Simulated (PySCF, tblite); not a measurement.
**SiF₄: dynamics, then NMR shifts on frames**

Aim: move SiF₄ (`F[Si](F)(F)F`) away from its starting geometry and see how NMR shifts follow the geometry.

The runs use tblite 0.8.0 and PySCF 2.14.0, with density-fitted response routines of our own; the level of theory stands in each step. All values are computed, except where a source is named. Atoms are numbered from 0 throughout.

## 1. Starting geometry

5 atoms, charge 0, multiplicity 1; geometry from: GFN2-xTB.

Bonds of the start (Å): F0–Si1 1.57, Si1–F2 1.57, Si1–F3 1.57, Si1–F4 1.57.

## 2. Dynamics with GFN2-xTB

The job: settings as JSON, then the geometry in Å.

```
{"job": {"kind": "md", "xc": "GFN2-xTB", "basis": "xTB", "temperature": 400, "steps": 2000, "every": 50, "frames": 5}, "charge": 0, "multiplicity": 1}
F     -1.255315    -0.027624    -0.936782
Si     0.001791     0.000633    -0.003484
F      1.290189    -0.257562    -0.855321
F      0.106931     1.400791     0.689878
F     -0.134973    -1.113384     1.088524
```

Level: GFN2-xTB Langevin dynamics, gas phase.

On the command line:

```console
> OMP_NUM_THREADS=1 python probes_run.py task.json out
```

This one command runs all jobs of the session in turn.

What it wrote:

```text
t/fs     T/K      E/eV
    0.0   155.2   -568.66581
   25.0   246.5   -568.52590
   50.0   418.4   -568.54189
   75.0   438.2   -568.49050
  100.0   441.8   -568.55955
  125.0   319.4   -568.61836
  150.0   234.7   -568.53782
  175.0   138.6   -568.45216
  200.0   254.5   -568.55389
  225.0   227.1   -568.55514
  250.0   246.5   -568.60060
  275.0   302.5   -568.57132
  300.0   185.0   -568.51506
  325.0   341.3   -568.59107
  350.0   258.1   -568.57062
  375.0   379.0   -568.62350
  400.0   222.4   -568.52938
  425.0   356.7   -568.59132
  450.0   324.4   -568.53852
  475.0   282.4   -568.50534
  500.0   145.7   -568.43534
  525.0   582.1   -568.62496
  550.0   336.0   -568.57931
  575.0   329.8   -568.60224
  600.0   371.2   -568.56095
  625.0   409.2   -568.54306
  650.0   507.1   -568.56158
  675.0   408.2   -568.55756
  700.0   393.3   -568.60673
  725.0   172.7   -568.56900
  750.0   311.7   -568.57720
  775.0   144.6   -568.58078
  800.0   106.3   -568.55918
  825.0   255.2   -568.55243
  850.0   306.2   -568.58217
  875.0   398.3   -568.58537
  900.0   379.5   -568.54507
  925.0   414.9   -568.48337
  950.0   564.8   -568.57505
  975.0   533.6   -568.56675
 1000.0   382.0   -568.59756
```

Run time: 3.5 s. Hardware: 1 thread of Arm Neoverse V2, shared host; peak memory 0.17 GiB.

Distance from the start (root mean square after alignment): 0 fs 0.00 Å, 200 fs 0.13 Å, 400 fs 0.07 Å, 600 fs 0.06 Å, 800 fs 0.08 Å, 1000 fs 0.11 Å.

Positions (Å) and forces (eV/Å) at 1000 fs:

```xyz
5

F    -1.865   -0.498   -0.770   -0.382    0.324    0.086
Si   -0.311   -0.583   -0.707    0.588    0.410    0.003
F     0.080   -1.264   -2.054    0.205   -0.283   -0.273
F     0.574    0.725   -0.642   -0.506   -0.263    0.028
F     0.033   -1.393    0.582    0.096   -0.187    0.157
```

## 3. Nuclear shieldings: 250 fs, PBE0/pcSseg-1

The job: settings as JSON, then the geometry in Å.

```
{"job": {"kind": "nmr", "xc": "PBE0", "basis": "pcSseg-1", "pop": false}, "charge": 0, "multiplicity": 1}
F     -1.749900     0.319500    -0.788700
Si    -0.311700    -0.018300    -0.190700
F      0.699100    -0.226900    -1.319100
F      0.171900     1.280600     0.573400
F     -0.416600    -1.260700     0.738000
```

Level: GIAO PBE0/pcSseg-1 NMR shielding, non-relativistic, gas phase.

What it wrote:

```text
coarse grid: 5968 points
cycle   1  E = -688.3933911034  dE =  6.042e-01  |g| = 9.257e-01  |ddm| = 2.285e+00
cycle   2  E = -688.2928656535  dE =  1.005e-01  |g| = 1.282e+00  |ddm| = 1.154e+00
cycle   3  E = -688.5232234752  dE = -2.304e-01  |g| = 2.687e-02  |ddm| = 6.503e-01
cycle   4  E = -688.5232901743  dE = -6.670e-05  |g| = 1.525e-02  |ddm| = 2.221e-02
cycle   5  E = -688.5233169737  dE = -2.680e-05  |g| = 5.935e-03  |ddm| = 8.460e-03
cycle   6  E = -688.5233217607  dE = -4.787e-06  |g| = 1.986e-04  |ddm| = 2.677e-03
final grid: 58344 points
cycle   7  E = -688.5749284508  dE = -2.823e-05  |g| = 1.447e-03  |ddm| = 7.522e-03
cycle   8  E = -688.5749285084  dE = -5.759e-08  |g| = 1.133e-03  |ddm| = 1.046e-03
cycle   9  E = -688.5749286464  dE = -1.380e-07  |g| = 4.263e-04  |ddm| = 6.123e-04
cycle  10  E = -688.5749286710  dE = -2.464e-08  |g| = 3.666e-05  |ddm| = 1.851e-04
cycle  11  E = -688.5749286711  dE = -1.191e-10  |g| = 1.058e-05  |ddm| = 1.695e-05
converged SCF energy = -688.5749286711

GIAO shielding tensors (ppm)
atom      isotropic    diamagn.    paramagn.     s11        s22        s33       span
  0 F      341.232     467.744    -126.513    299.200    299.890    424.605    125.405
  1 Si     455.994     878.168    -422.174    447.142    455.312    465.530     18.388
  2 F      344.327     466.707    -122.381    305.945    307.869    419.165    113.220
  3 F      341.276     468.246    -126.969    298.603    302.758    422.468    123.866
  4 F      344.200     467.137    -122.937    302.902    304.990    424.708    121.806
```

Run time: 2.6 s. Hardware: 1 thread of Arm Neoverse V2, shared host; peak memory 0.39 GiB.

The references, computed at this level on geometries of the same kind, shield at (ppm): 29Si TMS 349.2, 19F CFCl3 170.9. Their shielding less the atom's gives the shift. The references are single molecules in the gas phase, so shifts against H2O, NH3, PH3, H3PO4 or CFCl3 are not on the usual liquid scales and can be off by tens of ppm. Each atom is listed at this fixed geometry, with no averaging over motion; a spectrum would average atoms that exchange fast.

| atoms | environment | σ (ppm) | δ (ppm) |
| --- | --- | --- | --- |
| F0 | fluorine bonded to Si | 341.2 | -170.3 |
| F3 | fluorine bonded to Si | 341.3 | -170.3 |
| F4 | fluorine bonded to Si | 344.2 | -173.3 |
| F2 | fluorine bonded to Si | 344.3 | -173.4 |
| Si1 | silicon bonded to 4 F | 456.0 | -106.8 |

## 4. Nuclear shieldings: 425 fs, PBE0/pcSseg-1

The job: settings as JSON, then the geometry in Å.

```
{"job": {"kind": "nmr", "xc": "PBE0", "basis": "pcSseg-1", "pop": false}, "charge": 0, "multiplicity": 1}
F     -1.943400    -0.266800    -0.711000
Si    -0.465500    -0.110600    -0.290200
F      0.406600    -0.209400    -1.554500
F     -0.121700     1.227500     0.461500
F     -0.058700    -1.394000     0.561200
```

Method: GIAO PBE0/pcSseg-1 NMR shielding, non-relativistic, gas phase.

What it wrote:

```text
coarse grid: 5968 points
cycle   1  E = -688.3916859144  dE =  6.169e-01  |g| = 9.261e-01  |ddm| = 2.287e+00
cycle   2  E = -688.2922153743  dE =  9.947e-02  |g| = 1.280e+00  |ddm| = 1.151e+00
cycle   3  E = -688.5214635323  dE = -2.292e-01  |g| = 2.656e-02  |ddm| = 6.481e-01
cycle   4  E = -688.5215279958  dE = -6.446e-05  |g| = 1.530e-02  |ddm| = 2.204e-02
cycle   5  E = -688.5215550486  dE = -2.705e-05  |g| = 5.892e-03  |ddm| = 8.474e-03
cycle   6  E = -688.5215597681  dE = -4.720e-06  |g| = 2.033e-04  |ddm| = 2.676e-03
final grid: 58344 points
cycle   7  E = -688.5737283022  dE = -2.583e-05  |g| = 1.387e-03  |ddm| = 7.305e-03
cycle   8  E = -688.5737283799  dE = -7.769e-08  |g| = 9.420e-04  |ddm| = 9.279e-04
cycle   9  E = -688.5737284631  dE = -8.326e-08  |g| = 4.362e-04  |ddm| = 5.342e-04
cycle  10  E = -688.5737284891  dE = -2.600e-08  |g| = 3.356e-05  |ddm| = 1.905e-04
cycle  11  E = -688.5737284892  dE = -1.053e-10  |g| = 4.370e-06  |ddm| = 1.307e-05
converged SCF energy = -688.5737284892

GIAO shielding tensors (ppm)
atom      isotropic    diamagn.    paramagn.     s11        s22        s33       span
  0 F      343.690     466.267    -122.577    301.961    307.250    421.859    119.899
  1 Si     456.001     878.222    -422.221    446.434    456.143    465.425     18.991
  2 F      343.620     467.102    -123.482    306.111    307.681    417.067    110.956
  3 F      342.919     467.845    -124.925    299.587    302.518    426.653    127.067
  4 F      340.454     468.485    -128.031    297.094    301.259    423.011    125.917
```

Wall time 2.4 s (1 thread of Arm Neoverse V2, shared host); peak memory 0.4 GiB.

This run: δ F4 -169.5, F3 -172.0, F2 -172.7, F0 -172.7 ppm.

## 5. Nuclear shieldings: 625 fs, PBE0/pcSseg-1

The job: settings as JSON, then the geometry in Å.

```
{"job": {"kind": "nmr", "xc": "PBE0", "basis": "pcSseg-1", "pop": false}, "charge": 0, "multiplicity": 1}
F     -1.751100    -0.601600    -1.487900
Si    -0.290600    -0.565100    -0.841300
F      0.676400    -1.096500    -2.004600
F     -0.091300     0.977500    -0.519000
F     -0.135500    -1.592200     0.357000
```

Level: GIAO PBE0/pcSseg-1 NMR shielding, non-relativistic, gas phase.

What it wrote:

```text
coarse grid: 5968 points
cycle   1  E = -688.3858177713  dE =  4.956e-01  |g| = 9.393e-01  |ddm| = 2.257e+00
cycle   2  E = -688.2655001662  dE =  1.203e-01  |g| = 1.344e+00  |ddm| = 1.236e+00
cycle   3  E = -688.5232644985  dE = -2.578e-01  |g| = 2.512e-02  |ddm| = 7.028e-01
cycle   4  E = -688.5233423844  dE = -7.789e-05  |g| = 7.552e-03  |ddm| = 2.094e-02
cycle   5  E = -688.5233484829  dE = -6.099e-06  |g| = 2.826e-03  |ddm| = 5.001e-03
final grid: 58344 points
cycle   6  E = -688.5734814043  dE = -2.488e-05  |g| = 4.395e-03  |ddm| = 7.328e-03
cycle   7  E = -688.5734784761  dE =  2.928e-06  |g| = 6.321e-03  |ddm| = 4.479e-03
cycle   8  E = -688.5734840076  dE = -5.531e-06  |g| = 2.129e-04  |ddm| = 2.695e-03
cycle   9  E = -688.5734840115  dE = -3.895e-09  |g| = 3.256e-05  |ddm| = 8.148e-05
cycle  10  E = -688.5734840115  dE = -3.001e-11  |g| = 2.417e-05  |ddm| = 2.114e-05
converged SCF energy = -688.5734840115

GIAO shielding tensors (ppm)
atom      isotropic    diamagn.    paramagn.     s11        s22        s33       span
  0 F      333.851     467.283    -133.432    289.367    293.777    418.410    129.043
  1 Si     454.006     876.154    -422.148    442.949    452.187    466.882     23.933
  2 F      333.481     467.272    -133.791    288.011    291.706    420.728    132.717
  3 F      333.308     468.520    -135.211    286.133    291.543    422.249    136.116
  4 F      335.072     467.793    -132.720    287.733    293.390    424.094    136.360
```

Wall time 2.4 s (1 thread of Arm Neoverse V2, shared host); peak memory 0.4 GiB.

Key values: δ F3 -162.4, F2 -162.5, F0 -162.9, F4 -164.1 ppm.

## 6. Nuclear shieldings: 800 fs, PBE0/pcSseg-1

The job: settings as JSON, then the geometry in Å.

```
{"job": {"kind": "nmr", "xc": "PBE0", "basis": "pcSseg-1", "pop": false}, "charge": 0, "multiplicity": 1}
F     -1.835000    -1.243300    -1.300200
Si    -0.305900    -0.841200    -1.206600
F      0.615500    -1.616600    -2.254000
F      0.046500     0.694800    -1.409300
F      0.093300    -1.221600     0.305200
```

Method: GIAO PBE0/pcSseg-1 NMR shielding, non-relativistic, gas phase.

What it wrote:

```text
coarse grid: 5968 points
cycle   1  E = -688.3876663530  dE =  4.908e-01  |g| = 9.381e-01  |ddm| = 2.257e+00
cycle   2  E = -688.2677570618  dE =  1.199e-01  |g| = 1.342e+00  |ddm| = 1.233e+00
cycle   3  E = -688.5246302177  dE = -2.569e-01  |g| = 2.532e-02  |ddm| = 7.011e-01
cycle   4  E = -688.5247088934  dE = -7.868e-05  |g| = 7.783e-03  |ddm| = 2.105e-02
cycle   5  E = -688.5247150170  dE = -6.124e-06  |g| = 3.395e-03  |ddm| = 5.212e-03
cycle   6  E = -688.5247165914  dE = -1.574e-06  |g| = 4.827e-04  |ddm| = 1.611e-03
final grid: 58344 points
cycle   7  E = -688.5749218292  dE = -2.405e-05  |g| = 1.393e-03  |ddm| = 6.683e-03
cycle   8  E = -688.5749218862  dE = -5.694e-08  |g| = 9.949e-04  |ddm| = 8.868e-04
cycle   9  E = -688.5749219866  dE = -1.004e-07  |g| = 4.239e-04  |ddm| = 5.606e-04
cycle  10  E = -688.5749220109  dE = -2.431e-08  |g| = 3.359e-05  |ddm| = 1.873e-04
cycle  11  E = -688.5749220109  dE = -3.274e-11  |g| = 2.563e-05  |ddm| = 2.161e-05
converged SCF energy = -688.5749220109

GIAO shielding tensors (ppm)
atom      isotropic    diamagn.    paramagn.     s11        s22        s33       span
  0 F      334.810     466.994    -132.183    289.396    292.360    422.675    133.279
  1 Si     454.106     876.965    -422.859    445.453    452.731    464.133     18.679
  2 F      334.829     466.734    -131.905    289.328    292.428    422.730    133.402
  3 F      334.434     468.865    -134.431    287.851    294.284    421.167    133.316
  4 F      334.069     469.942    -135.872    289.242    291.805    421.162    131.920
```

Wall time 2.4 s (1 thread of Arm Neoverse V2, shared host); peak memory 0.4 GiB.

In short: δ F4 -163.1, F3 -163.5, F0 -163.9, F2 -163.9 ppm.

## 7. NMR shieldings: 1000 fs, PBE0/pcSseg-1

The job: settings as JSON, then the geometry in Å.

```
{"job": {"kind": "nmr", "xc": "PBE0", "basis": "pcSseg-1", "pop": false}, "charge": 0, "multiplicity": 1}
F     -1.864700    -0.498300    -0.769800
Si    -0.310600    -0.583200    -0.707100
F      0.079800    -1.264000    -2.054300
F      0.574400     0.725000    -0.642500
F      0.033300    -1.393300     0.582300
```

Method: GIAO PBE0/pcSseg-1 NMR shielding, non-relativistic, gas phase.

What it wrote:

```text
coarse grid: 5968 points
cycle   1  E = -688.3898532341  dE =  6.088e-01  |g| = 9.287e-01  |ddm| = 2.283e+00
cycle   2  E = -688.2886301030  dE =  1.012e-01  |g| = 1.287e+00  |ddm| = 1.161e+00
cycle   3  E = -688.5207411809  dE = -2.321e-01  |g| = 2.366e-02  |ddm| = 6.541e-01
cycle   4  E = -688.5208039751  dE = -6.279e-05  |g| = 1.011e-02  |ddm| = 2.029e-02
cycle   5  E = -688.5208135224  dE = -9.547e-06  |g| = 5.432e-03  |ddm| = 6.460e-03
cycle   6  E = -688.5208175798  dE = -4.057e-06  |g| = 2.610e-04  |ddm| = 2.378e-03
final grid: 58344 points
cycle   7  E = -688.5726794322  dE = -2.706e-05  |g| = 1.340e-03  |ddm| = 7.296e-03
cycle   8  E = -688.5726795381  dE = -1.059e-07  |g| = 7.431e-04  |ddm| = 8.485e-04
cycle   9  E = -688.5726795795  dE = -4.139e-08  |g| = 4.080e-04  |ddm| = 4.360e-04
cycle  10  E = -688.5726796023  dE = -2.282e-08  |g| = 3.434e-05  |ddm| = 1.796e-04
cycle  11  E = -688.5726796024  dE = -1.146e-10  |g| = 7.271e-06  |ddm| = 1.392e-05
converged SCF energy = -688.5726796024

GIAO shielding tensors (ppm)
atom      isotropic    diamagn.    paramagn.     s11        s22        s33       span
  0 F      340.281     466.839    -126.559    294.030    306.796    420.016    125.986
  1 Si     455.558     877.789    -422.232    449.262    455.556    461.856     12.594
  2 F      341.533     466.362    -124.829    299.618    306.303    418.679    119.061
  3 F      339.155     468.585    -129.430    291.725    303.183    422.558    130.833
  4 F      342.245     467.852    -125.607    300.018    305.807    420.910    120.892
```

Run time: 2.4 s. Hardware: 1 thread of Arm Neoverse V2, shared host; peak memory 0.4 GiB.

This run: δ F3 -168.2, F0 -169.3, F2 -170.6, F4 -171.3 ppm.

## 8. Run by run: NMR shifts

Shifts (ppm), with basis size and wall time:

```csv
frame,F0,F3,F4,F2,Si1,functions,time
250 fs,-170.3,-170.3,-173.3,-173.4,-106.8,92,2.6 s
425 fs,-172.7,-172.0,-169.5,-172.7,-106.8,92,2.4 s
625 fs,-162.9,-162.4,-164.1,-162.5,-104.8,92,2.4 s
800 fs,-163.9,-163.5,-163.1,-163.9,-104.9,92,2.4 s
1000 fs,-169.3,-168.2,-171.3,-170.6,-106.4,92,2.4 s
```

## 9. Results

| quantity | value |
| --- | --- |
| thermostat | 400 K |
| mean temperature, second half | 355 K |
| mean potential energy above the minimum | 0.10 eV |
| 19F shifts against CFCl3 (PBE0/pcSseg-1, 250 fs) | -170.3, -170.3, -173.3, -173.4 ppm |
| 29Si shifts against TMS (PBE0/pcSseg-1, 250 fs) | -106.8 ppm |
| range of the shift of F2 | -173.4 to -162.5 ppm |

In the second half the potential energy averages 0.10 eV above the minimum; equipartition over 9 harmonic modes at 400 K would give 0.16 eV. With 5 atoms the temperature swings widely (106 to 582 K). Shifts at one fixed geometry are not the observed spectrum, which averages over the motion. In ppm, F2 moves most: its shift spreads over 10.8 ppm, from -173.4 (250 fs) to -162.5 (625 fs).
